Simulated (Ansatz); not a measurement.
From input file to script: Li3ClO, space group Pm-3m in Ansatz 0.2.0.

```yaml
crystal:
  lattice: { a: 3.908337, b: 3.908337, c: 3.908337, alpha: 90.0, beta: 90.0, gamma: 90.0 }
  atoms:
    - { symbol: Li, position: [0.0, 0.5, 0.5] }
    - { symbol: Li, position: [0.5, 0.0, 0.5] }
    - { symbol: Li, position: [0.5, 0.5, 0.0] }
    - { symbol: Cl, position: [0.0, 0.0, 0.0] }
    - { symbol: O, position: [0.5, 0.5, 0.5] }
kpoints:
  mp_grid: { grid: [4, 4, 4] }
hamiltonian:
  xc: lda
scf:
  occupations: { method: fixed }
relax:
  cell: { stress_tol: 0.1, fix: [angles] }
output:
  write_density: true
  write_potential: true
  volumetric_format: npy
  elf: true
```

The program run on that file:
```console
$ ansatz run input.yaml --threads 1 --pin off --max-ram 3072MiB --backend cpu --events-out ev --progress --plain --runs-dir out
Engine: ansatz 0.2.0, aarch64-unknown-linux-gnu
Pseudopotentials: kind: paw
Pseudopotential: Li, paw, valence charge 3, recommended cutoff 420 eV (normal), Li.paw.azcp
Pseudopotential: Cl, paw, valence charge 7, recommended cutoff 420 eV (normal), Cl.paw.azcp
Pseudopotential: O, paw, valence charge 6, recommended cutoff 420 eV (normal), O.paw.azcp
Functional definition: SPW92
  exchange = slater_x
  correlation = pw_c
Crystal: 5 atoms, lattice volume = 59.700 Å³
Basis set: ecut = 420 eV, 1189 PW (Γ)
Bands: 16, of which v1, the nominal top of the filled ones, is band 11 counted from 1 (10 counted from 0)
Symmetry: 48 space group operations
Space group: Pm-3m (ITA 221), of the structure as read, at distance tolerance 3.9e-5 Å
k-points: 10 of 64
Non-local potential: Li, projectors of the file, l = 0: 3, l = 1: 2, l = 2: 1
Non-local potential: Cl, projectors of the file, l = 0: 2, l = 1: 2, l = 2: 2
Non-local potential: O, projectors of the file, l = 0: 2, l = 1: 2, l = 2: 1
PAW form: soft (Blöchl's): semilocal exchange-correlation on the pseudo side does not see the compensation charge
PAW frozen core: Cl, regenerated for the run's functional, and the local potential with it (the file was generated under x = pbe(κ = 0.804, μ = 0.2195149727645171), c = pbe(β = 0.06672455060314922))
PAW frozen core: O, regenerated for the run's functional, and the local potential with it (the file was generated under x = pbe(κ = 0.804, μ = 0.2195149727645171), c = pbe(β = 0.06672455060314922))
PAW one-centre angular grid: Li, 110 points (default); XC on 64 Gauss nodes
PAW one-centre angular grid: Cl, 110 points (default); XC on 64 Gauss nodes
PAW one-centre angular grid: O, 110 points (default); XC on 64 Gauss nodes
Initial density: superposition of atomic densities (neutral atoms: chi_scale 0, normalization atom), corrected by the library's trained network
Initial wavefunctions: pseudopotential atomic-orbital guess
Functional: x = slater, c = lda
SCF iter   1: F=—  HF=-2211.202618 eV  |F-HF|=—  |Δ(HF+E_count)|=         —  Δρ=1.15e-2  dr2=7.01e-2  ethr=1.77e-3  ⟨swp⟩=4.0  Hψ=644  notcnv=0  defer=13
preconditioner: auto → Resta (q_TF=auto, 2.310 Å⁻¹)  ε∞=3.3  [insulator: Δε(μ)=4.405 eV  Ē_g=12.592 eV  n_scr=18 (ndim 8)  ℏωp=19.2 eV  f_vac=0.000  ε∞_Penn≈3.3]
SCF iter   2: F=—  HF=-2211.175852 eV  |F-HF|=—  |Δ(HF+E_count)|=   2.68e-2  Δρ=5.13e-3  dr2=8.20e-3  ethr=3.19e-4  ⟨swp⟩=2.2  Hψ=306  notcnv=0  defer=26
SCF iter   3: F=—  HF=-2211.171987 eV  |F-HF|=—  |Δ(HF+E_count)|=   3.87e-3  Δρ=2.16e-3  dr2=2.50e-3  ethr=3.73e-5  ⟨swp⟩=2.1  Hψ=251  notcnv=0  defer=26
SCF iter   4: F=—  HF=-2211.171103 eV  |F-HF|=—  |Δ(HF+E_count)|=   8.84e-4  Δρ=4.50e-4  dr2=8.19e-5  ethr=1.14e-5  ⟨swp⟩=2.8  Hψ=271  notcnv=0  defer=24
SCF iter   5: F=—  HF=-2211.171102 eV  |F-HF|=—  |Δ(HF+E_count)|=   8.91e-7  Δρ=5.28e-5  dr2=9.35e-7  ethr=3.72e-7  ⟨swp⟩=1.1  Hψ=156  notcnv=0  defer=9
SCF iter   6: F=-2211.171102 eV  HF=-2211.171102 eV  |F-HF|=2.26e-9  |Δ(HF+E_count)|=   1.04e-7  Δρ=1.10e-5  dr2=5.74e-8  ethr=4.55e-10  ⟨swp⟩=7.0  Hψ=803  notcnv=0
SCF 1 converged in 6 iterations: F = -2211.171102 eV  dr2 = 5.74e-8
  greatest PAW one-centre occupation: 1.000 electrons in one spin orbital (limit 2), on the Li atom at site 2 (counted from 0), in its partial waves of l = 0
relax step   1: F+E_penalty+E_count = -2211.17110193 eV  Δ(F+E_penalty+E_count) = +0.000e0 eV  max|allowed force component| = 3.238e-29 eV/Å  Δτ_max = 0.0000 Å  P = -5.451 GPa  Ω = 59.700 Å³  fix = [alpha, beta, gamma]  (6 SCF iters, dr2 threshold 1.00e-7 eV, accepted)
Crystal: 5 atoms, lattice volume = 56.490 Å³
Basis set: ecut = 420 eV, 1141 PW (Γ)
Initial density: handed on by an earlier stage of this run
Initial wavefunctions: those handed on with the density
iter 1 solved again at ethr=1.72e-4 eV; its pass at ethr=3.10e-3 eV (dr2=3.78e-2 eV) is discarded
SCF iter   1: F=—  HF=-2211.272380 eV  |F-HF|=—  |Δ(HF+E_count)|=         —  Δρ=6.74e-3  dr2=3.80e-2  ethr=1.72e-4  ⟨swp⟩=1.0  Hψ=862  notcnv=0  defer=10
preconditioner: auto → Resta (q_TF=auto, 2.331 Å⁻¹)  ε∞=3.3  [insulator: Δε(μ)=4.831 eV  Ē_g=13.019 eV  n_scr=18 (ndim 8)  ℏωp=19.8 eV  f_vac=0.000  ε∞_Penn≈3.3]
SCF iter   2: F=—  HF=-2211.263173 eV  |F-HF|=—  |Δ(HF+E_count)|=   9.21e-3  Δρ=3.64e-3  dr2=5.08e-3  ethr=1.72e-4  ⟨swp⟩=2.0  Hψ=236  notcnv=0  defer=27
SCF iter   3: F=—  HF=-2211.261876 eV  |F-HF|=—  |Δ(HF+E_count)|=   1.30e-3  Δρ=1.08e-3  dr2=1.36e-3  ethr=2.31e-5  ⟨swp⟩=2.0  Hψ=254  notcnv=0  defer=25
SCF iter   4: F=—  HF=-2211.261288 eV  |F-HF|=—  |Δ(HF+E_count)|=   5.89e-4  Δρ=3.41e-4  dr2=1.09e-4  ethr=6.16e-6  ⟨swp⟩=2.2  Hψ=196  notcnv=0  defer=27
SCF iter   5: F=—  HF=-2211.261245 eV  |F-HF|=—  |Δ(HF+E_count)|=   4.23e-5  Δρ=6.52e-5  dr2=2.16e-6  ethr=4.96e-7  ⟨swp⟩=2.0  Hψ=211  notcnv=0  defer=11
SCF iter   6: F=-2211.261246 eV  HF=-2211.261246 eV  |F-HF|=3.89e-9  |Δ(HF+E_count)|=   4.90e-7  Δρ=6.84e-6  dr2=2.47e-8  ethr=2.27e-9  ⟨swp⟩=7.0  Hψ=825  notcnv=0
SCF 2 converged in 6 iterations: F = -2211.261246 eV  dr2 = 2.47e-8
relax step   2: F+E_penalty+E_count = -2211.26124599 eV  Δ(F+E_penalty+E_count) = -9.014e-2 eV  max|allowed force component| = 1.144e-29 eV/Å  Δτ_max = 0.0000 Å  P = -2.837 GPa  Ω = 56.490 Å³  energy of the carried Pulay correction = +5.918e-3 eV  fix = [alpha, beta, gamma]  (6 SCF iters, dr2 threshold 5.00e-7 eV, accepted)
Crystal: 5 atoms, lattice volume = 53.377 Å³
Basis set: ecut = 420 eV, 1021 PW (Γ)
iter 1 solved again at ethr=1.90e-4 eV; its pass at ethr=3.10e-3 eV (dr2=4.19e-2 eV) is discarded
SCF iter   1: F=—  HF=-2211.303816 eV  |F-HF|=—  |Δ(HF+E_count)|=         —  Δρ=7.45e-3  dr2=4.20e-2  ethr=1.90e-4  ⟨swp⟩=1.0  Hψ=860  notcnv=0  defer=11
preconditioner: auto → none  [insulator: Δε(μ)=4.887 eV  Ē_g=13.314 eV  n_scr=6 (ndim 8)  ℏωp=20.3 eV  f_vac=0.000  ε∞_Penn≈3.3]
SCF iter   2: F=—  HF=-2211.298836 eV  |F-HF|=—  |Δ(HF+E_count)|=   4.98e-3  Δρ=8.34e-3  dr2=3.01e-2  ethr=1.90e-4  ⟨swp⟩=2.1  Hψ=255  notcnv=0  defer=27
SCF iter   3: F=—  HF=-2211.291741 eV  |F-HF|=—  |Δ(HF+E_count)|=   7.09e-3  Δρ=9.09e-4  dr2=5.51e-4  ethr=1.37e-4  ⟨swp⟩=2.0  Hψ=280  notcnv=0  defer=24
SCF iter   4: F=—  HF=-2211.291505 eV  |F-HF|=—  |Δ(HF+E_count)|=   2.36e-4  Δρ=2.11e-4  dr2=2.13e-5  ethr=2.50e-6  ⟨swp⟩=2.9  Hψ=259  notcnv=0  defer=25
SCF iter   5: F=—  HF=-2211.291491 eV  |F-HF|=—  |Δ(HF+E_count)|=   1.35e-5  Δρ=4.83e-5  dr2=4.73e-7  ethr=2.27e-9  ⟨swp⟩=6.0  Hψ=915  notcnv=0
[... 37 lines left out ...]
SCF iter   1: F=—  HF=-2211.284964 eV  |F-HF|=—  |Δ(HF+E_count)|=         —  Δρ=3.05e-6  dr2=1.54e-9  ethr=3.86e-8  ⟨swp⟩=3.0  Hψ=1080  notcnv=0  defer=23
preconditioner: auto → none  [insulator: Δε(μ)=4.689 eV  Ē_g=13.231 eV  n_scr=6 (ndim 8)  ℏωp=20.3 eV  f_vac=0.000  ε∞_Penn≈3.4]
SCF iter   2: F=—  HF=-2211.284964 eV  |F-HF|=—  |Δ(HF+E_count)|=   2.56e-7  Δρ=1.46e-6  dr2=3.62e-10  ethr=7.02e-12  ⟨swp⟩=2.3  Hψ=264  notcnv=0  defer=10
SCF iter   3: F=-2211.284964 eV  HF=-2211.284964 eV  |F-HF|=4.68e-11  |Δ(HF+E_count)|=  6.50e-11  Δρ=3.30e-7  dr2=5.34e-11  ethr=1.00e-12  ⟨swp⟩=9.9  Hψ=892  notcnv=0
SCF 7 converged in 3 iterations: F = -2211.284964 eV  dr2 = 5.34e-11
  greatest PAW one-centre occupation: 1.000 electrons in one spin orbital (limit 2), on the Li atom at site 1 (counted from 0), in its partial waves of l = 0
relax step   7: F+E_penalty+E_count = -2211.28496355 eV  Δ(F+E_penalty+E_count) = -4.638e-11 eV  max|allowed force component| = 2.714e-29 eV/Å  Δτ_max = 0.0000 Å  P = -0.005 GPa  Ω = 53.613 Å³  fix = [alpha, beta, gamma]  stress off target by 4.92e-3 GPa on what of the cell is left free  SCF on the basis re-selected at this cell (its energy is not comparable with the rows above)  (3 SCF iters)
basis re-selected at this cell: Δ(F+E_penalty+E_count) = -4.638e-11 eV, ΔP = -0.006 GPa vs the last step (what re-selecting the basis moved, of the pressure what is left beyond the Pulay correction that the steps carried, after the strain that the cell walked since its last selection, with what the two solves' SCF thresholds leave and, on support functions, [...]
SCF converged after 3 iterations
Free energy (F): -2211.284964 eV
Harris-Foulkes:  -2211.284964 eV  (|F-HF|=4.68e-11)
Internal energy: -2211.284964 eV  (E = F + TS)
E sigma→0 (E₀):  -2211.284964 eV
Fermi energy:    3.593318 eV
--- Per-component energies (eV) ---
  E_band       = -257.716944
  E_kinetic    = 407.024407
  E_local      = -889.966342  (includes V_loc(G=0)·N_el)
  E_nonlocal   = -18.210805
  E_hartree    = 286.921985
  E_xc         = -213.646877
  E_vxc        = -260.650427  (∫ρ·V_xc dr)
  E_paw        = -828.317277  (= ΣΔE_a)
  E_vpaw       = -69.760495  (= ΣTr[D̂ρ^β])
  E_aug_tail   = 0.002630  (compensation charges beyond the density's cutoff)
  E_ewald      = -955.380097
  E_core_change = 0.287413  (= ΣΔE_core)
  E_smearing   = -0.000000  (= −TS)
  E_closure    = 0.000000  (closes the sum)
  Σ components = -2211.284964   (vs F -2211.284964, Δ=0.00e0)
--- Forces (eV/Å), atoms counted from 1 ---
  atom   1  Li     0.00000000     0.00000000    -0.00000000
  atom   2  Li    -0.00000000     0.00000000    -0.00000000
  atom   3  Li     0.00000000    -0.00000000    -0.00000000
  atom   4  Cl    -0.00000000    -0.00000000    -0.00000000
  atom   5  O      0.00000000     0.00000000    -0.00000000
  max |Σ_I F_I| component: 3.26e-29 eV/Å
--- Stress (GPa, compression-positive) ---
       -0.004918      -0.000000      -0.000000
       -0.000000      -0.004918      -0.000000
       -0.000000      -0.000000      -0.004918
  P = ⅓ Tr σ = -0.0049 GPa (-0.049 kbar)
--- Band table (eV; the first three rows and the last of 10) ---
  k-point 0: bands = ["-38.6702", "-38.5592", "-38.5592", "-11.6000", "-10.5047", "0.3341", "0.3341", "0.3341", "3.0043", "3.0043", "3.0043", "8.8759", "10.4822", "10.4822", "15.7072", "15.7072"]
  k-point 1: bands = ["-38.6555", "-38.5726", "-38.5589", "-11.4561", "-10.6850", "0.1085", "0.6465", "0.6465", "2.6504", "2.7034", "2.7034", "9.6526", "10.1355", "12.0272", "13.3813", "13.3813"]
  k-point 2: bands = ["-38.6323", "-38.5945", "-38.5586", "-11.1504", "-11.0248", "-0.1632", "1.1386", "1.1386", "2.2112", "2.2112", "2.4775", "9.8390", "10.3790", "12.5530", "12.5530", "13.6073"]
  k-point 9: bands = ["-38.5929", "-38.5929", "-38.5929", "-11.3471", "-10.6659", "-0.3255", "-0.3255", "-0.3255", "2.7300", "2.7300", "2.7300", "12.5597", "12.5597", "12.5597", "12.6934", "12.6934"]
--- Relaxed structure (5 steps of the walk, 5 accepted, 2 SCFs on fresh bases) ---
  F+E_penalty+E_count = -2211.28496355 eV   max|allowed force component| = 2.714e-29 eV/Å   (the final SCF, on the basis selected at the relaxed cell)
  cell:  # Å, volume = 53.6130 Å³
    - [3.7707125613467465, 5.037718544658139e-34, 4.033212821029184e-34]
    - [2.3088955343790057e-16, 3.7707125613467465, 7.930429739885329e-34]
    - [2.3088955343790057e-16, 2.3088955343790057e-16, 3.7707125613467465]
  atoms:
    - { symbol: Li, position: [-6.162975822039155e-33, 0.5000000000000001, 0.5] }
    - { symbol: Li, position: [0.5000000000000001, 0.0, 0.5] }
    - { symbol: Li, position: [0.5000000000000001, 0.5, 1.4783243699713497e-35] }
    - { symbol: Cl, position: [-1.6754342859678893e-34, -3.030564958441616e-34, -1.5768793279696056e-34] }
    - { symbol: O, position: [0.5000000000000002, 0.5000000000000001, 0.5] }
```

The cells in order, each with its output:

```python
from pathlib import Path
import json
import warnings

import ansatz as az
from ase import Atoms
from ase.io import write
import numpy as np
```

```python
def edges_and_angles(cell):
    cell = np.asarray(cell)
    a, b, c = np.linalg.norm(cell, axis=1)
    cosines = cell[1] @ cell[2] / (b * c), cell[0] @ cell[2] / (a * c), cell[0] @ cell[1] / (a * b)
    return (a, b, c, *np.degrees(np.arccos(cosines)))
```

```python
warnings.simplefilter('ignore', az.DeckWarning)
```

```python
crystal = (
    az.Lattice.from_parameters(3.908337, 3.908337, 3.908337, alpha=90.0, beta=90.0, gamma=90.0)
    .atom('Li', (0.0, 0.5, 0.5))
    .atom('Li', (0.5, 0.0, 0.5))
    .atom('Li', (0.5, 0.5, 0.0))
    .atom('Cl', (0.0, 0.0, 0.0))
    .atom('O', (0.5, 0.5, 0.5))
)
```

```python
crystal.resolved().tree()['lattice']
```

    ((3.908337, 0.0, 0.0), (2.3931661985195845e-16, 3.908337, 0.0),
     (2.3931661985195845e-16, 2.3931661985195845e-16, 3.908337))

```python
# edges free, angles fixed
setup = (
    crystal.calculation()
    .functional(az.Functional.LDA)
    .kpoints(4)
    .occupations(az.OccupationsMethod.FIXED)
    .relax(fix_cell=['angles'], stress_tolerance=0.1)
    .density()
    .potential()
    .electron_localization_function()
    .output_files(volumetric_format='npy')
)
done = setup.run(threads=1, events_out='li3clo.ndjson')
with open('li3clo.ndjson') as stream:
    events = [json.loads(line) for line in stream]
steps = [e['data'] for e in events if e['event'] == 'relax_step']
rep = done.report
```

```python
rep['mixing_algorithm'], rep['preconditioner'], rep['eigensolver']
```

    ('MSR1', 'none', 'band_cg')

```python
for s in steps:
    flag = '' if s['accepted'] else '  (rejected)'
    print('step %2d  E = %.5f eV  largest force component = %.4f eV/A%s' % (s['step'], s['lagrangian_ev'], s['allowed_force_max_ev_ang'], flag))
```

    step  1  E = -2211.17110 eV  largest force component = 0.0000 eV/A
    step  2  E = -2211.26125 eV  largest force component = 0.0000 eV/A
    step  3  E = -2211.29149 eV  largest force component = 0.0000 eV/A
    step  4  E = -2211.29131 eV  largest force component = 0.0000 eV/A
    step  5  E = -2211.28449 eV  largest force component = 0.0000 eV/A
    step  6  E = -2211.28496 eV  largest force component = 0.0000 eV/A
    step  7  E = -2211.28496 eV  largest force component = 0.0000 eV/A

```python
first, last = steps[0], steps[-1]
symbols = [site.symbol for site in done.lattice.sites]
print(f'energy gained {first["lagrangian_ev"] - last["lagrangian_ev"]:.4f} eV in {len(steps) - 1} steps')
for label, vectors in (('before', first['cell_ang']), ('after', done.lattice.cell_ang)):
    print(label, 'a b c (A) {:.4f} {:.4f} {:.4f}  angles {:.2f} {:.2f} {:.2f}'.format(*edges_and_angles(vectors)), f' V = {abs(np.linalg.det(vectors)):.3f} A^3')
print('final stress xx yy zz (GPa, compression positive):', np.round(np.diag(rep['stress_gpa']), 3) + 0.0)
```

    energy gained 0.1139 eV in 6 steps
    before a b c (A) 3.9083 3.9083 3.9083  angles 90.00 90.00 90.00  V = 59.700 A^3
    after a b c (A) 3.7707 3.7707 3.7707  angles 90.00 90.00 90.00  V = 53.613 A^3
    final stress xx yy zz (GPa, compression positive): [-0.005 -0.005 -0.005]

```python
relaxed = Atoms(symbols, positions=[site.position_ang for site in done.lattice.sites], cell=done.lattice.cell_ang, pbc=True)
write('relaxed.extxyz', relaxed, format='extxyz')
```

```python
print('relaxed fractional positions')
for site in done.lattice.sites:
    print(f'  {site.symbol:2s}', ' '.join(f'{v % 1:8.5f}' for v in np.round(site.position_frac, 5)))
```

    relaxed fractional positions
      Li  0.00000  0.50000  0.50000
      Li  0.50000  0.00000  0.50000
      Li  0.50000  0.50000  0.00000
      Cl  0.00000  0.00000  0.00000
      O   0.50000  0.50000  0.50000

```python
energy = rep['free_energy_ev']
print('Li3ClO: {:.6f} eV = {:.6f} Ry = {:.6f} Ha'.format(energy, energy / 13.605693, energy / 27.211386))
print('Fermi level {:.4f} eV, {} k-points, {} symmetry operations'.format(rep['fermi_energy_ev'], rep['n_kpoints'], rep['n_symmetry_ops']))

terms = rep['components']
{name: round(terms[name], 3) for name in ('e_kinetic', 'e_hartree', 'e_xc', 'e_local', 'e_nonlocal', 'e_ewald', 'e_paw') if name in terms}
```

    Li3ClO: -2211.284964 eV = -162.526449 Ry = -81.263224 Ha
    Fermi level 3.5933 eV, 10 k-points, 48 symmetry operations
    {'e_kinetic': 407.024,
     'e_hartree': 286.922,
     'e_xc': -213.647,
     'e_local': -889.966,
     'e_nonlocal': -18.211,
     'e_ewald': -955.38,
     'e_paw': -828.317}

```python
folder = Path(done.write_results('fields'))
print('densities in e/A^3, potentials in eV, ELF without unit')
for name in sorted(p.name for p in folder.glob('*.npy')):
    field = np.load(folder / name)
    print(f'{name:16s} {str(field.shape):16s} min {field.min():10.4f}  mean {field.mean():10.4f}  max {field.max():10.4f}')
```

    densities in e/A^3, potentials in eV, ELF without unit
    elf.npy          (27, 27, 27)     min     0.0093  mean     0.3363  max     0.9949
    rho.npy          (27, 27, 27)     min    -0.2621  mean     0.4103  max     8.7214
    v_es.npy         (27, 27, 27)     min   -55.6414  mean     1.8691  max     8.6958
    v_tot.npy        (27, 27, 27)     min   -83.6879  mean    -7.8305  max     1.3484

What to keep in mind:
- Total energies depend on the potentials; only differences at equal settings carry meaning. A total without «per atom» is that of the cell as typed.
- Forces vanish by symmetry, so the ions can't move, and the end may be a saddle.
- The energy terms are those on the plane-wave grid, with the one-centre PAW part apart; the terms shown are only some of the summands, so they needn't add up to F.
- Under fixed occupations the level called the Fermi level is the highest filled one on the SCF mesh; off the mesh a filled band can lie a little above it.
- An absolute Fermi energy rests on an arbitrary zero of the periodic potential and has no direct meaning.
- Energies along a relaxation are free energies. Rows at an unchanged volume are solved on a plane-wave basis chosen afresh for that cell, so the energy jumps there and such rows are no steps of the walk.
- The fields are valence quantities on the plane-wave grid; their values near the nuclei depend on the potentials.
- The structure comes from a database of computed cells and needn't be a stable or known phase.
- It ran for 10 s on 1 thread of Arm Neoverse N1 (shared host), peak memory 0.41 GiB.

(Lines on the test bed's own set-up are left out of the output.)
